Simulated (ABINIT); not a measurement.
Crystal: InSb3.

```xyz
4
Lattice="4.8064 0.0000 0.0000 0.0000 4.8064 0.0000 0.0000 0.0000 4.8064" Properties=species:S:1:pos:R:3 pbc="T T T"
Sb    2.4032    2.4032    0.0000
Sb    0.0000    2.4032    2.4032
Sb    2.4032    0.0000    2.4032
In    0.0000    0.0000    0.0000
```

The cell comes from a database or a generator and needn't be the stable form of this composition.

Base run:

```yaml
Program: ABINIT 10.8.3 (patched build)
Functional: PBEsol
Potentials_or_basis: PseudoDojo NC SR PBEsol v0.4.1 standard
Cutoff: 1088 eV
k_mesh: 6 × 6 × 6
Occupations: fermi-dirac, width 0.05 eV
Spin: no spin polarisation
```

Its results: band gap on the k mesh none (metal or under the smearing width); pressure -2.7 GPa.

The run is repeated on the same cell with these changes: functional from PBEsol to LDA; potentials or basis from PseudoDojo NC SR PBEsol v0.4.1 standard to JTH PAW LDA v2.0; cutoff from 1088 eV to 599 eV. What comes out?

Band gap on the k mesh none (metal or under the smearing width); pressure -3.8 GPa.

Caveats: spin-orbit coupling is left out, which moves the levels of the heavy elements.
